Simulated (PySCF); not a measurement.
# C₆H₈N₂: a tour of settings, part 2 of 2

PySCF 2.14.0. Atoms count from 0. The steps go on from the part before.

**5. NMR shieldings: PBE0/pcSseg-1**

What the job is given:

```
{"job": {"kind": "nmr", "xc": "PBE0", "basis": "pcSseg-1", "pop": true, "scf": {"aux": "def2-universal-jkfit"}}, "charge": 0, "multiplicity": 1}
C      0.408934    -1.828325    -0.052482
C     -0.398862    -0.574655    -0.112447
C     -1.772171    -0.598397    -0.366954
N     -2.525032     0.480481    -0.428268
N     -1.998194     1.654393    -0.249315
C     -0.708944     1.770287    -0.006324
C      0.166568     0.684972     0.078650
C      1.621261     0.870905     0.356119
H     -0.218263    -2.698710    -0.227643
H      0.884073    -1.927721     0.923313
H      1.197837    -1.805537    -0.804045
H     -2.291536    -1.533439    -0.529173
H     -0.353300     2.783261     0.128013
H      1.903820     0.343686     1.267137
H      1.859140     1.925283     0.472003
H      2.217069     0.462458    -0.459995
```

Level: GIAO PBE0/pcSseg-1 NMR shielding, non-relativistic, gas phase.

Log:

```text
final grid: 132208 points
cycle   1  E = -342.4437928334  dE =  1.353e+00  |g| = 3.533e-01  |ddm| = 3.935e+00
cycle   2  E = -342.4548550657  dE = -1.106e-02  |g| = 2.971e-01  |ddm| = 9.690e-01
cycle   3  E = -342.4746515822  dE = -1.980e-02  |g| = 9.046e-02  |ddm| = 4.048e-01
cycle   4  E = -342.4759658514  dE = -1.314e-03  |g| = 4.408e-02  |ddm| = 1.056e-01
cycle   5  E = -342.4764320704  dE = -4.662e-04  |g| = 8.418e-03  |ddm| = 6.519e-02
cycle   6  E = -342.4764488366  dE = -1.677e-05  |g| = 3.521e-03  |ddm| = 1.408e-02
cycle   7  E = -342.4764518034  dE = -2.967e-06  |g| = 4.792e-04  |ddm| = 3.277e-03
cycle   8  E = -342.4764518542  dE = -5.081e-08  |g| = 1.512e-04  |ddm| = 6.803e-04
cycle   9  E = -342.4764518603  dE = -6.072e-09  |g| = 3.162e-05  |ddm| = 2.440e-04
cycle  10  E = -342.4764518606  dE = -2.808e-10  |g| = 7.216e-06  |ddm| = 5.393e-05
converged SCF energy = -342.4764518606

GIAO shielding tensors (ppm)
atom      isotropic    diamagn.    paramagn.     s11        s22        s33       span
  0 C      168.585     247.435     -78.850    159.629    161.992    184.134     24.505
  1 C       47.615     264.926    -217.311    -62.056     25.029    179.872    241.928
  2 C       31.226     247.728    -216.502    -93.570     53.821    133.427    226.996
  3 N     -191.677     322.845    -514.521   -614.087   -207.760    246.818    860.906
  4 N     -191.716     322.843    -514.560   -614.236   -207.756    246.842    861.078
  5 C       31.213     247.724    -216.511    -93.611     53.824    133.425    227.036
  6 C       47.588     264.936    -217.348    -62.075     24.959    179.879    241.954
  7 C      168.574     247.438     -78.864    159.633    161.954    184.134     24.501
  8 H       29.494      29.681      -0.187     24.487     28.167     35.828     11.341
  9 H       29.404      29.970      -0.566     24.627     28.604     34.980     10.353
 10 H       29.404      29.974      -0.571     24.634     28.602     34.976     10.341
 11 H       22.419      31.045      -8.627     18.753     19.561     28.942     10.189
 12 H       22.415      31.038      -8.623     18.749     19.561     28.936     10.187
 13 H       29.403      29.972      -0.569     24.629     28.603     34.976     10.347
 14 H       29.493      29.678      -0.185     24.485     28.166     35.828     11.342
 15 H       29.404      29.977      -0.573     24.630     28.610     34.971     10.341
```

Run time: 17 s. Hardware: 1 thread of Arm Neoverse V2, shared host; peak memory 0.75 GiB.

In short: δ C2 155.7, C1 139.3, C0 18.3, N3 459.4, H11 9.30, H8 2.28 ppm (means over like atoms).

**6. Shielding tensors: PBE0/3-21G**

Same as in step 5 but for these lines:

```diff
@@ -1,2 +1,2 @@
-{"job": {"kind": "nmr", "xc": "PBE0", "basis": "pcSseg-1", "pop": true, "scf": {"aux": "def2-universal-jkfit"}}, "charge": 0, "multiplicity": 1}
+{"job": {"kind": "nmr", "xc": "PBE0", "basis": "3-21G", "pop": true}, "charge": 0, "multiplicity": 1}
 C      0.408934    -1.828325    -0.052482
```

With the program's defaults for keys left out, this is: GIAO PBE0/3-21G NMR shielding, non-relativistic, gas phase.

Log:

```text
coarse grid: 13600 points
cycle   1  E = -340.5829561671  dE =  1.280e+00  |g| = 2.850e-01  |ddm| = 4.383e+00
cycle   2  E = -340.5907548518  dE = -7.799e-03  |g| = 2.564e-01  |ddm| = 8.719e-01
cycle   3  E = -340.6054147525  dE = -1.466e-02  |g| = 8.027e-02  |ddm| = 3.622e-01
cycle   4  E = -340.6064601831  dE = -1.045e-03  |g| = 4.169e-02  |ddm| = 1.311e-01
cycle   5  E = -340.6069054459  dE = -4.453e-04  |g| = 5.787e-03  |ddm| = 6.665e-02
cycle   6  E = -340.6069149871  dE = -9.541e-06  |g| = 1.961e-03  |ddm| = 1.035e-02
final grid: 132208 points
cycle   7  E = -340.6160195863  dE = -3.628e-05  |g| = 6.510e-03  |ddm| = 2.531e-02
cycle   8  E = -340.6160194639  dE =  1.224e-07  |g| = 6.667e-03  |ddm| = 1.564e-02
cycle   9  E = -340.6160302266  dE = -1.076e-05  |g| = 8.715e-04  |ddm| = 8.162e-03
cycle  10  E = -340.6160304179  dE = -1.914e-07  |g| = 9.896e-05  |ddm| = 1.097e-03
cycle  11  E = -340.6160304189  dE = -1.009e-09  |g| = 8.258e-05  |ddm| = 1.931e-04
cycle  12  E = -340.6160304205  dE = -1.575e-09  |g| = 2.062e-05  |ddm| = 1.235e-04
cycle  13  E = -340.6160304206  dE = -1.004e-10  |g| = 4.911e-06  |ddm| = 3.108e-05
converged SCF energy = -340.6160304206

GIAO shielding tensors (ppm)
atom      isotropic    diamagn.    paramagn.     s11        s22        s33       span
  0 C      190.428     245.992     -55.564    182.005    183.874    205.403     23.397
  1 C       91.081     248.617    -157.536      1.850     69.884    201.510    199.660
  2 C       73.664     247.924    -174.259    -37.214     92.728    165.479    202.693
  3 N     -128.293     331.789    -460.083   -538.460   -119.603    273.182    811.642
  4 N     -128.330     331.794    -460.124   -538.593   -119.599    273.202    811.795
  5 C       73.650     247.932    -174.283    -37.254     92.728    165.475    202.729
  6 C       91.058     248.625    -157.567      1.831     69.827    201.516    199.685
  7 C      190.421     246.003     -55.583    182.014    183.844    205.404     23.390
  8 H       30.868      30.730       0.138     25.777     29.596     37.231     11.453
  9 H       30.641      29.392       1.249     25.764     29.563     36.597     10.833
 10 H       30.643      29.392       1.250     25.768     29.565     36.595     10.826
 11 H       23.472      30.076      -6.604     19.871     21.418     29.126      9.254
 12 H       23.470      30.072      -6.603     19.869     21.420     29.120      9.252
 13 H       30.641      29.395       1.246     25.766     29.562     36.594     10.829
 14 H       30.867      30.730       0.137     25.776     29.595     37.230     11.454
 15 H       30.642      29.393       1.248     25.764     29.571     36.590     10.826
```

Wall time 6.3 s (1 thread of Arm Neoverse V2, shared host); peak memory 0.55 GiB.

In short: δ C2 135.9, C1 118.4, C0 19.1, N3 397.4, H11 9.80, H8 2.55 ppm (means over like atoms).

**7. Outcome**

This closing draws on all 2 parts.

```
                                                               quantity                        value
13C shifts against TMS (PBE0/pcSseg-1, means over atoms taken as alike)       155.7, 139.3, 18.3 ppm
 1H shifts against TMS (PBE0/pcSseg-1, means over atoms taken as alike)               9.30, 2.28 ppm
15N shifts against NH3 (PBE0/pcSseg-1, means over atoms taken as alike)                    459.4 ppm
                                        lowest singlet (PBE0/def2-SVPD)  3.54 eV (350 nm), f = 0.004
                               brightest single state of those computed  state 6, 6.32 eV, f = 0.043
                                                         lowest triplet                      2.76 eV
                           largest coupling of the table (PBE0/6-31G-J)     1J(C,H) C2–H11, 187.6 Hz
```

Single values in the summary come from the first run of each kind that ended normally (PBE0/pcSseg-1; PBE0/def2-SVPD; PBE0/6-31G-J), which need not be the best level. At PBE0/pcSseg-1: Shielding is most anisotropic at N3, N4 (span 861 ppm, paramagnetic term -515 ppm). NICS(1)zz of -28 ppm above the planar ring from C1 marks a diatropic (aromatic) ring current. The lowest singlet, at 3.54 eV, is HOMO→LUMO 0.99 and is weak; of the 6 states computed, the strongest absorption comes from state 6 at 6.32 eV (the last computed, so partners may be missing). The lowest triplet lies 0.78 eV below the lowest singlet (triplets in Tamm-Dancoff, singlets in full TDDFT). Of the pairs tabulated at PBE0/6-31G-J, C2–H11 (mean over like pairs) couples most strongly (187.6 Hz; Fermi contact 186.8 Hz).
